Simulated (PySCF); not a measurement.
# [OsO2F3]+: other functionals and bases at one geometry

One table from this session's results is given with a row withheld; the runs are named, their logs left out.

Computed with PySCF 2.14.0. Level: several levels, as the steps say, no spin–orbit coupling.

3 further runs of the same task are left out: 2 for a known fault of the program, 1 set aside as unsound or not needed.

## Where the work starts

6 atoms, charge 1, spin multiplicity 1.

Bond lengths: Os1–O2 1.672 Å, Os1–O3 1.672 Å, Os1–F4 1.828 Å, Os1–F5 1.839 Å, Os1–F6 1.828 Å. Angles: O2–Os1–O3 108.2°, O2–Os1–F4 95.0°, O2–Os1–F5 125.8°, O2–Os1–F6 95.0°, O3–Os1–F4 95.3°, O3–Os1–F5 126.0°, O3–Os1–F6 95.3°, F4–Os1–F5 81.2°, F4–Os1–F6 162.4°, F5–Os1–F6 81.2°.

Coordinates:

```xyz
6
charge 1, multiplicity 1
Os    0.05795    0.00000    0.04581
O     0.20441    0.00000    1.71145
O     1.59387    0.00000   -0.61454
F    -0.18509    1.80618   -0.09246
F    -1.52205    0.00000   -0.89509
F    -0.18509   -1.80618   -0.09246
```

Formal oxidation states: Os +8. An earlier session relaxed this geometry at r2SCAN, Os def2-SVP with ECP60, O def2-SVP, F def2-SVP (singlet, point group C2v).

At r2SCAN on the finer grid: E = -539.805842 Eh, HOMO -17.28 eV, LUMO -14.10 eV, Mulliken charge on Os1 +1.70 e, largest force component 0.078 eV/Å. 

Levels to run: PBE; CAM-B3LYP; TPSS; revPBE; r2SCAN, TZVP; r2SCAN, x2c-SVP. Hardware: 2 threads of Arm Neoverse V2, shared host.

The first run:

run.py (the lines that set the calculation) reads:

```python
mol = gto.M(atom='''
Os     0.05795     0.00000     0.04581
O      0.20441     0.00000     1.71145
O      1.59387     0.00000    -0.61454
F     -0.18509     1.80618    -0.09246
F     -1.52205     0.00000    -0.89509
F     -0.18509    -1.80618    -0.09246''',
    basis={'Os': 'def2-SVP', 'O': 'def2-SVP', 'F': 'def2-SVP'},
    ecp={'Os': 'def2-SVP'},
    charge=1, spin=0)
mf = dft.RKS(mol, xc='PBE')
mf.grids.atom_grid = (75, 302)
mf = mf.density_fit()  # fitting sets: Os def2-universal-JKFIT, O def2-universal-JKFIT, F def2-universal-JKFIT
mf.conv_tol = 1e-08; mf.max_cycle = 55
mf.kernel(dm0)  # dm0: the density of the relaxed state
```

Command:

```
OMP_NUM_THREADS=2 python run.py
```

Steps of the session up to this table: PBE; CAM-B3LYP; TPSS; revPBE; r2SCAN, TZVP; r2SCAN, x2c-SVP.

One of the session's tables, all rows but one given; the rest of the session is left out.

```
                level  HOMO (eV)  gap (eV)  charge on Os1 (e)  dipole (D)  largest force component (eV/Å)
r2SCAN (relaxed here)     -17.28      3.18               1.70        0.93                            0.08
                  PBE     -16.67      2.92               1.51        0.81                            0.88
            CAM-B3LYP     -20.13      7.76               1.68        1.19                            1.42
                 TPSS     -16.83      3.02               1.62        0.84                            0.84
               revPBE     -16.59      2.92               1.54        0.81                            1.09
         r2SCAN, TZVP     -17.09      3.27               1.74        0.99                            0.37
      r2SCAN, x2c-SVP          ?         ?                  ?           ?                               ?
```

**Question.** Estimate the row for r2SCAN, x2c-SVP.

As computed: HOMO (eV): -17.40; gap (eV): 3.00; charge on Os1 (e): 1.48; dipole (D): 1.00; largest force component (eV/Å): 0.80. In the column «HOMO (eV)» it lies between CAM-B3LYP (-20.13) and r2SCAN (relaxed here) (-17.28).

The dipole of a charged species depends on the origin, so these sizes hold for this origin alone.

In one basis the HOMO–LUMO gap runs from 2.92 eV (revPBE) to 7.76 eV (CAM-B3LYP). The largest leftover force, 1.42 eV/Å with CAM-B3LYP, stands at a geometry relaxed at another level. Total energies of different levels can't be compared.
